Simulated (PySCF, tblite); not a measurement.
# C5H11B2NS: geometry, infrared bands and NMR shifts

Wanted: the infrared bands and NMR shifts of C5H11B2NS (`BNB(CC#C)SCC`), by calculation.

Computed with tblite 0.8.0 and PySCF 2.14.0, with density-fitted response routines of our own, on a single molecule in the gas phase. Atoms are numbered from 0 throughout.

## 1. Starting geometry

20 atoms, charge 0, multiplicity 1; geometry from: force field or distance geometry start.

Bonds of the start (Å): B0–N1 1.50, N1–B2 1.53, B2–C3 1.59, C3–C4 1.49, C4–C5 1.20, B2–S6 1.88, S6–C7 1.82, C7–C8 1.52, B0–H9 1.20, B0–H10 1.20, N1–H11 1.03, C3–H12 1.13, C3–H13 1.10, C5–H14 1.07, C7–H15 1.11, C7–H16 1.09, C8–H17 1.09, C8–H18 1.10, C8–H19 1.11.

## 2. Relaxing the molecule with GFN2-xTB

What the job is given:

```
{"job": {"kind": "relax", "xc": "GFN2-xTB", "basis": "xTB"}, "charge": 0, "multiplicity": 1}
B     -2.867800    -1.794000    -0.284300
N     -1.440000    -1.604000     0.143500
B     -0.654500    -0.737800    -0.850600
C     -1.350100     0.648700    -1.198100
C     -1.184500     1.607000    -0.074900
C     -1.068100     2.395900     0.824500
S      1.208600    -0.976400    -0.887800
C      1.941700     0.124000     0.366200
C      3.457000    -0.024000     0.401600
H     -3.292500    -2.910700    -0.422400
H     -3.685500    -0.968400     0.002700
H     -1.320900    -1.197900     1.085100
H     -2.453400     0.450100    -1.341000
H     -0.968700     1.108400    -2.119700
H     -0.971000     3.096700     1.633300
H      1.695300     1.171500     0.102900
H      1.552100    -0.190300     1.336300
H      3.945000     0.716600    -0.224600
H      3.681400    -1.042200     0.051500
H      3.770700     0.137400     1.452900
```

Started as:

```console
> OMP_NUM_THREADS=1 python probes_run.py task.json out
```

This one command runs all jobs of the session in turn.

**Question.** This job is followed by: GFN2-xTB harmonic vibrations, gas phase; GIAO PBE0/pcSseg-1 NMR shielding, non-relativistic, gas phase. What will the session give for the following? strongest single infrared mode (GFN2-xTB); zero-point energy (GFN2-xTB); 13C shifts against TMS (PBE0/pcSseg-1); 1H shifts against TMS (PBE0/pcSseg-1, means over atoms taken as alike); 11B shifts against BF3·OEt2 (PBE0/pcSseg-1); 15N shifts against NH3 (PBE0/pcSseg-1); 33S shifts against CS2 (PBE0/pcSseg-1); surface potential, 1st and 99th percentile.

**Answer**, as computed:

| quantity | value |
| --- | --- |
| strongest single infrared mode (GFN2-xTB) | 1388 cm⁻¹, 698 km/mol |
| zero-point energy (GFN2-xTB) | 97.0 kcal/mol |
| 13C shifts against TMS (PBE0/pcSseg-1) | 86.6, 73.2, 30.0, 16.4, 7.5 ppm |
| 1H shifts against TMS (PBE0/pcSseg-1, means over atoms taken as alike) | 6.95, 5.33, 3.51, 2.47, 1.41, 1.20 ppm |
| 11B shifts against BF3·OEt2 (PBE0/pcSseg-1) | 49.7, 43.6 ppm |
| 15N shifts against NH3 (PBE0/pcSseg-1) | 178.3 ppm |
| 33S shifts against CS2 (PBE0/pcSseg-1) | 37 ppm |
| surface potential, 1st and 99th percentile | -0.87 V and 1.43 V |

Over 192 steps the energy fell by 2.712 eV; of the close pairs, N1–B2 changed most, 1.535 to 1.425 Å. No mode is imaginary among the 54: a minimum at this level. The strongest single mode, at 1388 cm⁻¹, has its largest shares on N1, B0 and H11 (the list is cut at 3 atoms). Unscaled tight-binding wavenumbers are off by several per cent, some by more. Its intensities can rank the bands wrongly. At PBE0/pcSseg-1, counted by nearest atom on the grid, the HOMO lies on S6 67 %; N1 7 %, the LUMO on B0, B2 about 29 % each; H9, H10 about 10 % each.
